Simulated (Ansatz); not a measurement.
# GaP (quintet): the correlation ladder, aug-cc-pVDZ

An exercise on one series of results from a longer session: the logs are not shown, and one member is left open.

Method: aug-cc-pVDZ, core rule «outside noble gas», up to 19 orbitals frozen; program: Ansatz 0.2.0, Gaussian basis.

The runs, in order: UHF; CCSD(T) on ROHF; CCSD(T) on UHF; BCCD(T) on ROHF; CISD; CCSDT(Q) on ROHF; CCSDT(Q) on UHF.

35 further runs of the same task are left out: 8 for a known fault of the program, 1 for a mislabelled method, 16 that didn't finish, 10 set aside as unsound or not needed.

**The geometry**

The geometry is a PBE0/def2-TZVPD stationary point (not a proven minimum) of the parent state, kept for this charge and spin. No spin-orbit coupling is included. The filled d shell of Ga may be among the frozen orbitals whatever the setting's name suggests; the logs give the count.

2 atoms, charge 0, spin multiplicity 5.

Atoms are counted from 1 here; the program's logs count them from 0.

Bond lengths: P1–Ga2 2.354 Å.

Coordinates:

| atom | x (Å) | y (Å) | z (Å) |
| --- | --- | --- | --- |
| P1 | 0.00000 | 0.00000 | 0.00000 |
| Ga2 | 0.00000 | 0.00000 | 2.35410 |

The first run:

in.yaml

```yaml
crystal:
  periodic: [false, false, false]
  atoms:
    - {symbol: P, position_ang: [0.000000, 0.000000, 0.000000]}
    - {symbol: Ga, position_ang: [0.000000, 0.000000, 2.354100]}
basis:
  gaussian: {orbitals: aug-cc-pVDZ}
magnetization: {spin_polarized: true, initial_magnetization: 4}
hamiltonian: {xc: hf}
output: {orbitals: {seedname: orbitals}}
```

Started as:

```console
$ ansatz run in.yaml --threads 1 --pin off --events-out ev --progress --plain --max-ram 2393MiB
```

Steps of the session up to this table: UHF; CCSD(T) on ROHF; CCSD(T) on UHF; BCCD(T) on ROHF; CISD; CCSDT(Q) on ROHF; CCSDT(Q) on UHF.

One table of the session follows, with a row left open; its other results are not shown here.

```
   method  from UCCSDT(Q) (meV)
     ROHF               +4024.5
      UHF               +3813.6
     RMP2                +934.1
     UMP2                +951.4
    RCCSD                +185.8
    UCCSD                +167.8
 RCCSD(T)                 +48.6
 UCCSD(T)                 +39.4
  BCCD(T)                 +49.0
   RCCSDT                 +19.6
   UCCSDT                     ?
RCCSDT(Q)                 +10.4
UCCSDT(Q)                     0
```

**Question.** Estimate the row for UCCSDT.

The run gave: from UCCSDT(Q) (meV): +8.7. In the column «from UCCSDT(Q) (meV)» it lies between UCCSDT(Q) (0) and RCCSDT(Q) (+10.4).

Not comparable, so not listed: CISD (they don't share determinant, frozen orbitals or solution with the rows shown, or repeat one).

Caveats from the session: Restricted and unrestricted rows rest on different reference determinants; where their highest levels disagree by more than a few hundredths of an eV, they describe different states and don't form one ladder.
